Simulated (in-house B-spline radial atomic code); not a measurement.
**Sc⁷⁺: density, ELF and screening along the radius**

How do the shells of Sc⁷⁺ show in real space, and how much do the settings move them?

Program: in-house B-spline radial atomic code version 1. Level of theory: several methods, spin-polarised, as named in each step; spherical all-electron atom at the radial basis limit. These are calculated values, not measurements, unless marked.

### 1 What is computed

```
element       : scandium (Z = 21)
charge        : +7
electrons     : 14
configuration : [Ne] 3s2 3p2
nucleus       : point (non-relativistic runs) or finite (X2C runs)
```

The outer shells:

[Ne] 3s2 3p2
```
[Ne] core
3s [↑↓]
3p [↑ ][↑ ][  ]
```

Where spins are not typed, each open shell is filled with up spins first.

### 2 LDA (VWN5), X2C

Settings of the run:

```ini
Z = 21
electrons = 14.0
configuration = [Ne] 3s2 3p2
hamiltonian = x2c
method = lda,vwn
spin_polarised = True
nucleus = fermi
rms_radius = 3.5459
mass_number = 45
atomic_mass = 44.955907051
speed_of_light = 137.035999084
```

Launch:

```console
python run_scf.py task.json out
```

task.json lists these runs, among others, and the program works through them in turn.

### 3 PBE, X2C

Changes to the settings of step 2:

```diff
@@ -4,3 +4,3 @@
 hamiltonian = x2c
-method = lda,vwn
+method = pbe,pbe
 spin_polarised = True
```

### 4 Hartree-Fock, X2C

Changes to the settings of step 3:

```diff
@@ -4,3 +4,3 @@
 hamiltonian = x2c
-method = pbe,pbe
+method = hf
 spin_polarised = True
```

### 5 RPBE, X2C

Changes to the settings of step 4:

```diff
@@ -4,3 +4,3 @@
 hamiltonian = x2c
-method = hf
+method = rpbe,pbe
 spin_polarised = True
```

### 6 TPSS, X2C

Changes to the settings of step 5:

```diff
@@ -4,3 +4,3 @@
 hamiltonian = x2c
-method = rpbe,pbe
+method = tpss,tpss
 spin_polarised = True
```

How large is the system in each run, where do the shell borders lie, and what is the highest level?

**Answer**, as computed:

| run | total energy (hartree) | highest level (eV) | radius holding 50 / 90 / 99 % (bohr) | radius at n = 0.001 (bohr) | ELF minima on the full grid (bohr) |
| --- | --- | --- | --- | --- | --- |
| LDA (VWN5), X2C | -745.3679 | -147.55 | 0.327 / 1.09 / 1.70 | 2.22 | 0.13, 0.60 |
| PBE, X2C | -747.1535 | -147.64 | 0.326 / 1.09 / 1.70 | 2.22 | 0.13, 0.60 |
| Hartree-Fock, X2C | -746.7685 | -157.78 | 0.326 / 1.09 / 1.71 | 2.22 | 0.13, 0.61 |
| RPBE, X2C | -747.3396 | -147.65 | 0.326 / 1.09 / 1.70 | 2.22 | 0.13, 0.60 |
| TPSS, X2C | -747.3918 | -147.87 | 0.326 / 1.09 / 1.70 | 2.22 | 0.13, 0.60 |

**Reading.** In the first run ELF has 2 minima on the grid, which mark the borders between shells. On the record's full grid the screened charge (r times the electrostatic potential) falls from 20.9 near the nucleus to 7.00 at 3.5 bohr; far out it tends to the net charge, 7. The grid is coarse (about 19 % a step), so the places of minima are rough. For X2C runs ELF uses the non-relativistic kinetic energy density, and the fields carry no picture-change correction.
